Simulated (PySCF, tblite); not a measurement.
**C₄H₁₁GeO radical: geometry, infrared bands and EPR parameters**

Wanted: the infrared bands and EPR parameters of C₄H₁₁GeO radical (`C[CH2][Ge]([CH3])[O]C`), by calculation.

The runs use tblite 0.8.0 and PySCF 2.14.0, with density-fitted response routines of our own; the level of theory stands in each step. All values are computed, except where a source is named. Atoms are numbered from 0 throughout.

### Step 1. Starting geometry

17 atoms, charge 0, multiplicity 2; geometry from: force field or distance geometry start.

Bonds of the start (Å): C0–C1 1.52, C1–Ge2 1.96, Ge2–C3 1.95, Ge2–O4 1.80, O4–C5 1.40, C0–H6 1.12, C0–H7 1.11, C0–H8 1.11, C1–H9 1.11, C1–H10 1.10, C3–H11 1.10, C3–H12 1.13, C3–H13 1.11, C5–H14 1.10, C5–H15 1.12, C5–H16 1.11.

### Step 2. Relaxing the molecule with GFN2-xTB

Job settings and geometry (Å):

```
{"job": {"kind": "relax", "xc": "GFN2-xTB", "basis": "xTB"}, "charge": 0, "multiplicity": 2}
C     -1.929900    -0.347500     0.531400
C     -1.187500    -0.346800    -0.798000
Ge     0.603600     0.419100    -0.564700
C      0.439900     2.314500    -0.122000
O      1.476600    -0.439900     0.750600
C      2.020000    -1.605700     0.185500
H     -2.940700    -0.795500     0.384900
H     -1.379400    -0.930200     1.297900
H     -2.062900     0.693200     0.897100
H     -1.083200    -1.396200    -1.147900
H     -1.745900     0.236900    -1.545300
H     -0.139300     2.828100    -0.901400
H     -0.088100     2.413500     0.868800
H      1.458200     2.750900    -0.039400
H      1.223800    -2.278200    -0.179100
H      2.580600    -2.143000     0.993000
H      2.747300    -1.361200    -0.621300
```

Command:

```
$ OMP_NUM_THREADS=1 python probes_run.py task.json out
```

The driver reads the jobs from task.json and runs them one after another.

What it wrote:

```text
step      E/eV     max force
  0    -547.26323    1.989
  1    -547.44478    1.429
  2    -547.53407    0.727
  3    -547.56383    0.460
  4    -547.60821    0.480
  5    -547.63151    0.445
  6    -547.65318    0.435
  7    -547.67627    0.388
  8    -547.70570    0.550
  9    -547.73727    0.585
 10    -547.76584    0.365
 11    -547.78225    0.239
 12    -547.79224    0.245
 13    -547.80313    0.285
 14    -547.81404    0.341
 15    -547.82385    0.309
 16    -547.83295    0.273
 17    -547.84200    0.278
 18    -547.85130    0.281
 19    -547.86008    0.273
 20    -547.86675    0.182
 21    -547.87181    0.145
 22    -547.87641    0.189
 23    -547.88080    0.208
 24    -547.88541    0.156
 25    -547.89062    0.186
 26    -547.89650    0.187
 27    -547.90279    0.316
 28    -547.90828    0.225
 29    -547.91355    0.201
 30    -547.91724    0.157
 31    -547.91997    0.123
 32    -547.92175    0.121
 33    -547.92315    0.077
 34    -547.92412    0.068
 35    -547.92490    0.066
 36    -547.92554    0.082
 37    -547.92612    0.072
 38    -547.92666    0.056
 39    -547.92713    0.049
 40    -547.92751    0.047
 41    -547.92789    0.054
 42    -547.92833    0.056
 43    -547.92878    0.058
 44    -547.92915    0.046
 45    -547.92948    0.055
 46    -547.92988    0.074
 47    -547.93045    0.075
 48    -547.93118    0.087
 49    -547.93186    0.071
 50    -547.93243    0.063
 51    -547.93295    0.061
 52    -547.93341    0.049
 53    -547.93371    0.036
 54    -547.93388    0.029
 55    -547.93402    0.033
 56    -547.93421    0.037
 57    -547.93446    0.045
 58    -547.93473    0.038
 59    -547.93498    0.041
 60    -547.93526    0.045
 61    -547.93560    0.056
 62    -547.93595    0.047
 63    -547.93625    0.047
 64    -547.93657    0.051
 65    -547.93702    0.055
 66    -547.93767    0.085
 67    -547.93839    0.079
 68    -547.93889    0.057
 69    -547.93920    0.037
 70    -547.93942    0.038
 71    -547.93964    0.035
 72    -547.93979    0.022
 73    -547.93984    0.017
 74    -547.93988    0.014
 75    -547.93991    0.012
 76    -547.93994    0.012
 77    -547.93996    0.011
 78    -547.93998    0.010
 79    -547.94000    0.012
 80    -547.94002    0.011
 81    -547.94005    0.015
 82    -547.94009    0.018
 83    -547.94013    0.018
 84    -547.94017    0.016
 85    -547.94020    0.017
 86    -547.94023    0.017
 87    -547.94027    0.017
 88    -547.94033    0.018
 89    -547.94037    0.014
 90    -547.94040    0.011
 91    -547.94042    0.011
 92    -547.94045    0.013
 93    -547.94048    0.014
 94    -547.94050    0.011
 95    -547.94053    0.012
 96    -547.94055    0.016
 97    -547.94058    0.015
 98    -547.94061    0.012
 99    -547.94062    0.008
```

Run time: 0.5 s. Hardware: 1 thread of Arm Neoverse V2, shared host.

Step by step: (not every step is listed)

```csv
step,energy from step 0 (eV),largest force (eV/Å)
0,0.0000,1.9890
1,-0.1816,1.4287
2,-0.2708,0.7272
3,-0.3006,0.4604
4,-0.3450,0.4795
5,-0.3683,0.4450
6,-0.3899,0.4353
7,-0.4130,0.3879
8,-0.4425,0.5496
16,-0.5697,0.2731
24,-0.6222,0.1559
32,-0.6585,0.1206
40,-0.6643,0.0468
48,-0.6680,0.0871
56,-0.6710,0.0367
64,-0.6733,0.0508
72,-0.6766,0.0218
80,-0.6768,0.0108
88,-0.6771,0.0178
94,-0.6773,0.0112
95,-0.6773,0.0123
96,-0.6773,0.0161
97,-0.6773,0.0150
98,-0.6774,0.0119
99,-0.6774,0.0080
```

Distances of close pairs at the start and the end, largest changes first:

| bond | before (Å) | after (Å) | change (Å) |
| --- | --- | --- | --- |
| C1–Ge2 | 1.962 | 2.109 | +0.147 |
| Ge2–C3 | 1.953 | 2.048 | +0.095 |
| C3–H12 | 1.127 | 1.084 | -0.043 |
| C3–H13 | 1.111 | 1.084 | -0.027 |
| C5–H15 | 1.120 | 1.094 | -0.026 |
| C0–H6 | 1.115 | 1.092 | -0.023 |
| C0–H8 | 1.111 | 1.088 | -0.023 |
| C1–H9 | 1.111 | 1.090 | -0.022 |

The next job starts from the end point, and lists it.

### Step 3. Infrared spectrum with GFN2-xTB

Job settings and geometry (Å):

```
{"job": {"kind": "ir", "xc": "GFN2-xTB", "basis": "xTB"}, "charge": 0, "multiplicity": 2}
C     -1.787429    -0.343604     0.484200
C     -1.264845    -0.419585    -0.932826
Ge     0.565144     0.617680    -1.082903
C      0.455331     2.350156     0.004428
O      1.613058    -0.241051     0.125478
C      1.909575    -1.599478     0.246009
H     -2.695277    -0.940956     0.589297
H     -1.048785    -0.721137     1.188810
H     -2.024837     0.683328     0.754039
H     -1.082588    -1.450414    -1.234883
H     -1.961116     0.026980    -1.639088
H     -0.286165     3.013179    -0.429497
H      0.179893     2.092204     1.020750
H      1.420173     2.844761     0.011474
H      1.059177    -2.237035    -0.013673
H      2.183528    -1.790876     1.287565
H      2.758166    -1.872121    -0.389089
```

What it wrote:

```text
mode    cm-1     km/mol
  1      50.1      0.03
  2      64.3      0.33
  3      75.6      0.10
  4      95.9      2.59
  5     125.7      2.50
  6     142.9      0.41
  7     159.0      4.50
  8     213.0      0.86
  9     240.4      6.59
 10     256.5     12.01
 11     399.7      9.58
 12     423.3    109.10
 13     481.0     50.93
 14     652.5     22.00
 15     692.1     28.94
 16     709.4     59.78
 17     923.9      1.66
 18     974.9     13.75
 19    1064.6      5.06
 20    1074.0     95.35
 21    1133.1      5.25
 22    1143.1      6.11
 23    1168.8     66.93
 24    1218.9      2.35
 25    1229.5      5.48
 26    1401.0      1.49
 27    1415.6      3.89
 28    1435.6      1.96
 29    1448.4      2.18
 30    1454.8      0.89
 31    1484.0      0.67
 32    1488.2      4.65
 33    1489.0      5.42
 34    1496.1      0.81
 35    2915.2     51.18
 36    2924.0     40.04
 37    2945.6     46.39
 38    2967.3     33.61
 39    2972.9     52.09
 40    2995.0     32.77
 41    3020.6     27.42
 42    3022.2      9.26
 43    3025.6     32.95
 44    3039.9     31.77
 45    3043.9     18.65
```

It took 0.44 s on 1 thread of Arm Neoverse V2, shared host.

The strongest bands and the atoms that carry them (share of the mass-weighted mode):

```
cm⁻¹  km/mol                                atoms
 423   109.1                    O4 61 %, Ge2 22 %
 481    50.9                    C3 60 %, Ge2 21 %
 709    59.8          H11 38 %, H13 31 %, C3 14 %
1074    95.3                     O4 48 %, C5 46 %
1169    66.9  H9 27 %, H10 25 %, C1 17 %, H6 10 %
2915    51.2                   H14 47 %, H16 44 %
2946    46.4                   H15 73 %, H16 14 %
2973    52.1                     H9 77 %, H6 13 %
```

### Step 4. g tensor and hyperfine couplings: B3LYP/def2-TZVP-core+pcH-1

Same as in step 3 but for these lines:

```diff
@@ -1,2 +1,2 @@
-{"job": {"kind": "ir", "xc": "GFN2-xTB", "basis": "xTB"}, "charge": 0, "multiplicity": 2}
+{"job": {"kind": "epr", "basis": "pcH-1"}, "charge": 0, "multiplicity": 2}
 C     -1.787429    -0.343604     0.484200
```

Method: UKS B3LYP, def2-TZVP-core on Ge, pcH-1 on C H O, non-relativistic, mean-field spin-orbit, GIAO.

What it wrote:

```text
UKS, coarse grid
  cycle   1  E = -2311.11730037  |g| = 1.46e+00
  cycle   2  E = -2310.22207807  |g| = 1.76e+00
  cycle   3  E = -2311.11545348  |g| = 7.86e-01
  cycle   4  E = -2311.33044685  |g| = 2.08e-01
  cycle   5  E = -2311.34048421  |g| = 9.41e-02
  cycle   6  E = -2311.34394797  |g| = 1.52e-02
  cycle   7  E = -2311.34405026  |g| = 7.06e-03
  cycle   8  E = -2311.34407649  |g| = 1.77e-03
  cycle   9  E = -2311.34407778  |g| = 8.96e-04
UKS, final grid
  cycle   1  E = -2311.34404904  |g| = 1.35e-03
  cycle   2  E = -2311.34404716  |g| = 2.62e-03
  cycle   3  E = -2311.34404979  |g| = 2.83e-04
  cycle   4  E = -2311.34404982  |g| = 4.94e-05
  cycle   5  E = -2311.34404982  |g| = 3.26e-05
  cycle   6  E = -2311.34404982  |g| = 6.51e-06
E = -2311.34404982 Eh   <S^2> = 0.7526 (exact 0.7500)
g shifts (ppm)      1          2          3
  rmc          -189       -189       -189
  gc              8          4         12
  oz_so       -3952        345      14338
  total       -4133        160      14161
hyperfine (MHz)  atom isotope    a_iso     a_fc   dipolar eigenvalues
    0   13C       8.92       8.90     -2.31     -2.29      4.61
    1   13C      77.68      77.58    -14.54    -14.29     28.83
    2  73Ge    -212.32    -214.91    -51.43     24.76     26.68
    3   13C      65.51      65.45    -10.00     -9.39     19.39
    4   17O     -13.70     -12.73    -44.93     21.55     23.38
    5   13C      -4.40      -4.44     -0.79     -0.54      1.33
    6    1H      36.74      36.75     -2.26     -0.42      2.67
    7    1H       3.12       3.13     -2.70     -0.65      3.35
    8    1H       2.63       2.63     -2.79     -0.73      3.52
    9    1H     -10.02     -10.02     -7.25     -1.90      9.15
   10    1H      -9.08      -9.09     -7.36     -1.70      9.07
   11    1H      -4.90      -4.92     -5.45     -1.26      6.71
   12    1H      26.18      26.17     -5.64      0.44      5.20
   13    1H      -6.86      -6.85     -5.73     -2.34      8.06
   14    1H       0.15       0.11     -1.94     -1.29      3.23
   15    1H      11.27      11.26     -1.75     -1.33      3.09
   16    1H      11.95      11.94     -2.13     -1.44      3.57
```

It took 3.6 min on 1 thread of Arm Neoverse V2, shared host; peak memory 1.3 GiB.

Principal g values 1.99819, 2.00248, 2.01648; g(iso) = 2.00572, against 2.00232 for a free electron.

Mean a(iso) over the nuclei that a row names, and the largest dipolar term of the row (other rows stand at the frozen geometry):

| nuclei | isotope | a(iso) (MHz) | a(iso) (G, at g = 2.0023) | largest dipolar term (MHz) |
| --- | --- | --- | --- | --- |
| Ge2 | 73Ge | -212.3 | -75.8 | -51.4 |
| C1 | 13C | 77.7 | 27.7 | 28.8 |
| C3 | 13C | 65.5 | 23.4 | 19.4 |
| H6, H7, H8 | 1H | 14.2 | 5.1 | 3.5 |
| O4 | 17O | -13.7 | -4.9 | -44.9 |
| H9, H10 | 1H | -9.5 | -3.4 | 9.2 |
| C0 | 13C | 8.9 | 3.2 | 4.6 |
| H14, H15, H16 | 1H | 7.8 | 2.8 | 3.6 |
| H11, H12, H13 | 1H | 4.8 | 1.7 | 8.1 |
| C5 | 13C | -4.4 | -1.6 | 1.3 |

Mulliken spin populations:

C0 0.00; C1 0.15; Ge2 0.62; C3 0.10; O4 0.11; C5 -0.01; H6 0.02; H7 0.00; H8 0.00; H9 -0.01; H10 0.00; H11 0.00; H12 0.01; H13 -0.01; H14 0.00; H15 0.00; H16 0.01

In first order the couplings over 0.8 MHz of 1H give 192 distinct lines over 35.5 G, if the averaged nuclei exchange fast; the same motion can average rows kept apart here too.

Orbitals, density, ELF and potential are computed afterwards from the orbital file.

ELF in a plane through or near 6 of the atoms.

Ten even steps from '0' (0.00) to '9' (1.00):
```
0000000000000000000000000000
0000000000000000000000000000
0000000000000001320000000000
0000000000000049997100000000
0000000000000169998200000000
0000000001210028996565100000
0000010005762016445999600000
0000477317885127847999600000
0001799748357213653565100000
0000367225675112100000000000
0000014898100123100000000000
0000018999200247621100000000
0000018997001369841000000000
0000001430001125531000000000
0000000000000001331000000000
0000000000000001331000000000
0000000000000000000000000000
0000000000000000000000000000
0000000000000000000000000000
0000000000000000000000000000
```
The map spans 11.6 Å across and 11.1 Å up, centred on the molecule. Atoms in the plane (x, y in Å): C3 (1.4, 1.9), O4 (-1.3, 1.0), C5 (-2.5, 0.4), H11 (2.5, 1.8), H13 (1.2, 3.0), H14 (-2.4, -0.7).

log10 of the density (e/Å³) in the same plane.

Ten even steps from '0' (-4.0) to '9' (1.8):
```
0000000000000000000000000000
0000000000000000110000000000
0000000000000112222110000000
0000000000001234444321000000
0000000001122345665433210000
0000112223443446776554310000
0001233345555456797665321000
0012445556776556777664320000
0023456777887666655543210000
0013456787666555544332100000
0012345676555555544321100000
0001245676444566655432100000
0000234454445567765432100000
0000112333334556654331000000
0000001111233445554321000000
0000000000112334443210000000
0000000000001122222100000000
0000000000000001110000000000
0000000000000000000000000000
0000000000000000000000000000
```
The map spans 11.6 Å across and 11.1 Å up, centred on the molecule. Atoms in the plane (x, y in Å): C3 (1.4, 1.9), O4 (-1.3, 1.0), C5 (-2.5, 0.4), H11 (2.5, 1.8), H13 (1.2, 3.0), H14 (-2.4, -0.7).

On the surface of density 0.002 e/bohr³ the electrostatic potential runs, from the 1st to the 99th percentile, from -1.48 V near O4 to 0.74 V near Ge2.

The spin density lies nearest to Ge2 56 %; C1 12 %; O4 12 %; C3 8 %.

### Step 5. Results

| quantity | value |
| --- | --- |
| strongest single infrared mode (GFN2-xTB) | 423 cm⁻¹, 109 km/mol |
| zero-point energy (GFN2-xTB) | 86.8 kcal/mol |
| g(iso) (B3LYP) | 2.00572 |
| ⟨S²⟩ | 0.753 (exact 0.75) |
| largest a(iso) (averaged by class) | 73Ge on Ge2, -212.3 MHz |
| potential on the surface of density 0.002 e/bohr³, 1st and 99th percentile | -1.48 V and 0.74 V |

In words: Relaxing lowered the energy by 0.677 eV in 99 steps; the close pair that moved most is C1–Ge2, from 1.962 to 2.109 Å. No mode is imaginary among the 45: a minimum at this level. The strongest single mode, at 423 cm⁻¹, moves mainly O4. Unscaled tight-binding wavenumbers are off by several per cent, some by more. Its intensities can rank the bands wrongly. Most of the unpaired spin sits on Ge2 (0.62 e). The isotropic g lies 3.4 ppt above the free-electron value. The hyperfine terms hold no scalar relativity, which the heavier nuclei need. These values are for one conformer; the search (at its own cheap level) found 2 more, at 0.02, 0.15 kcal/mol (those within 0.05 may be mirror or relabelled copies), and measured spectra average over such forms.
